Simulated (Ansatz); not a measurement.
# Br− with SiNH₅: structure and interaction energy, part 3 of 3

Ansatz 0.2.0, Gaussian basis.

**14. Vibrations of the pair**

Input file vib/in.yaml:

```yaml
crystal:
  periodic: [false, false, false]
  atoms:
    - {symbol: Br, position_ang: [-0.910410, -1.599216, -2.909541]}
    - {symbol: Si, position_ang: [0.377561, 0.015232, 0.949998]}
    - {symbol: N, position_ang: [-0.077425, 0.684256, -0.550309]}
    - {symbol: H, position_ang: [1.636955, -0.766163, 0.806899]}
    - {symbol: H, position_ang: [0.636551, 1.134821, 1.911834]}
    - {symbol: H, position_ang: [-0.597282, -0.882724, 1.653431]}
    - {symbol: H, position_ang: [-0.795933, 1.392839, -0.543673]}
    - {symbol: H, position_ang: [-0.270017, 0.020854, -1.318740]}
basis:
  gaussian: {orbitals: def2-TZVP}
total_charge: -1
hamiltonian: {xc: pbe0, dispersion: d4}
phonons: {temperatures: {t_min: 298.15, t_max: 900, t_step: 200}}
```

On the command line:

```console
> ansatz run in.yaml --threads 4 --pin off --events-out ev --progress --plain --max-ram 9574MiB
```

What it wrote (excerpt; [...] marks lines left out):

```text
Functional definition: PBE0
  name "PBE0"
  cite "Adamo & Barone, J. Chem. Phys. 110, 6158 (1999) doi:10.1063/1.478522"
  cite "Perdew, Burke & Ernzerhof, Phys. Rev. Lett. 77, 3865 (1996) doi:10.1103/PhysRevLett.77.3865"
  parent pbe
[...]
1056 factors; their error is unknown
[...]
mean field -79486.09703842 eV, -2921.0601885502 hartree, gradient 1.8e-5 eV, S^2 0.000000; 0 other end points of the search recorded, 0 dependent functions left out
[...]
Atom 5 at    -0.597282    -0.882724     1.653431 Å, force     0.011299     0.000555     0.017723 eV/Å
Atom 6 at    -0.795933     1.392839    -0.543673 Å, force     0.004637    -0.013806     0.013476 eV/Å
Atom 7 at    -0.270017     0.020854    -1.318740 Å, force    -0.003582    -0.049344    -0.022198 eV/Å
Dipole moment:     0.077092     0.520561     0.768058 e Å
Vibrations: 40.66 96.75 150.80 293.49 621.52 685.30 754.38 881.69 931.97 969.10 979.98 989.74 1592.87 2132.16 2158.05 2208.64 3204.52 3627.48 cm⁻¹, zero-point energy 1.383607 eV
```

Wall time 69 s (4 threads of Intel Xeon Platinum 8259CL at 2.50GHz, shared host).

The modes, with what each moves most:

```
mode  wavenumber (cm⁻¹)                                                            character
   1                 41                                                                 bend
   2                 97                                                              torsion
   3                151  not assigned (largely outside the bonds, angles and torsions drawn)
   4                293                                                              torsion
   5                622                                                                 bend
   6                685                                                                 bend
   7                754                                               wag or twist with bend
   8                882                                                         Si–N stretch
   9                932                                               bend with wag or twist
  10                969                                                                 bend
  11                980                                               bend with wag or twist
  12                990                                                                 bend
  13               1593                                                                 bend
  14               2132                                                         Si–H stretch
  15               2158                                                         Si–H stretch
  16               2209                                                         Si–H stretch
  17               3205                                                          N–H stretch
  18               3627                                                          N–H stretch
```

Vibrational sums (real modes only):

```
T (K)  entropy (J/mol/K)  heat capacity (J/mol/K)
  298               60.4                     51.7
  498               93.4                     77.5
  698              122.5                     94.8
  898              148.0                    107.1
```

Modes under 50 cm⁻¹ weigh heavily in the entropy, and the harmonic picture is poor for them.

**15. The ladder**

The basis limit takes Hartree-Fock with exponent 7.88 and MP2 correlation with exponent 2.97 from the triple- and quadruple-zeta runs, and adds the coupled-cluster step over MP2 from triple zeta. Where a quadruple-zeta run was CCSD(T), only its Hartree-Fock and MP2 parts are used.

Rows are in def2-TZVPPD; times add the 3 runs of a level on a shared host, so small differences are noise.

Differences are taken before rounding.

```
      method                    rung  interaction (kcal/mol)  from CCSD(T)/CBS (kcal/mol)     time
      PBE-D4                     GGA                  -13.89                        -1.15    5.3 s
   revPBE-D4                     GGA                  -13.52                        -0.77    4.8 s
     BLYP-D4                     GGA                  -13.10                        -0.36    5.9 s
   r2SCAN-D4                meta-GGA                  -13.15                        -0.40      8 s
      B97M-V                meta-GGA                  -12.99                        -0.24     15 s
     PBE0-D4                  hybrid                  -13.30                        -0.56    6.7 s
    B3LYP-D4                  hybrid                  -12.90                        -0.16    6.3 s
    HSE06-D4         screened hybrid                  -13.33                        -0.59    7.3 s
     wB97X-V  range-separated hybrid                  -12.26                        +0.48     16 s
     wB97M-V  range-separated hybrid                  -12.42                        +0.33     18 s
      B2PLYP           double hybrid                  -11.44                        +1.30     13 s
Hartree-Fock            wavefunction                   -8.26                        +4.49         
         MP2            wavefunction                  -12.21                        +0.54         
        CCSD            wavefunction                  -11.21                        +1.53         
     CCSD(T)            wavefunction                  -11.85                        +0.89    2 min
 CCSD(T)/CBS                                          -12.75                            0  2.6 min
```

Among the levels timed on like hardware and quicker than the yardstick, those that no quicker one beats, quickest first: revPBE-D4 (4.8 s, -0.77 kcal/mol); BLYP-D4 (5.9 s, -0.36 kcal/mol); B3LYP-D4 (6.3 s, -0.16 kcal/mol).

B3LYP-D4 reaches 0.16 kcal/mol from the reference in 6.3 s, where CCSD(T)/CBS took 2.6 min; the quickest level in the cost chart, revPBE-D4, takes 4.8 s and misses by 0.77 kcal/mol.

**16. Results**

This closing draws on all 3 parts.

```
                        quantity            value
 interaction energy, CCSD(T)/CBS  -12.75 kcal/mol
of it Hartree-Fock (basis limit)   -8.30 kcal/mol
              D4 term of PBE0-D4   -1.14 kcal/mol
                shortest contact    Br1–H8 2.36 Å
               lowest wavenumber          41 cm⁻¹
```

The pair is bound by 12.75 kcal/mol at fixed fragment shapes. Hartree-Fock gives 65 % of it, so electrostatics and correlation both count. B3LYP-D4 is the best functional here (-0.16 kcal/mol from CCSD(T)/CBS); B2PLYP is the worst (+1.30 kcal/mol). By rung, the mean size of the error is: GGA 0.76, meta-GGA 0.32, hybrid 0.36, screened hybrid 0.59, range-separated hybrid 0.41, double hybrid 1.30 kcal/mol. The double hybrids carry no dispersion term here, unlike the levels marked D4 or V. PBE-D4 gives an interaction energy 1.15 kcal/mol too low, an error of 9 % of the reference. CCSD(T) moves by -0.89 kcal/mol from triple zeta to the limit; gaps between functionals far smaller than that don't rank them. A lower arrangement may exist.
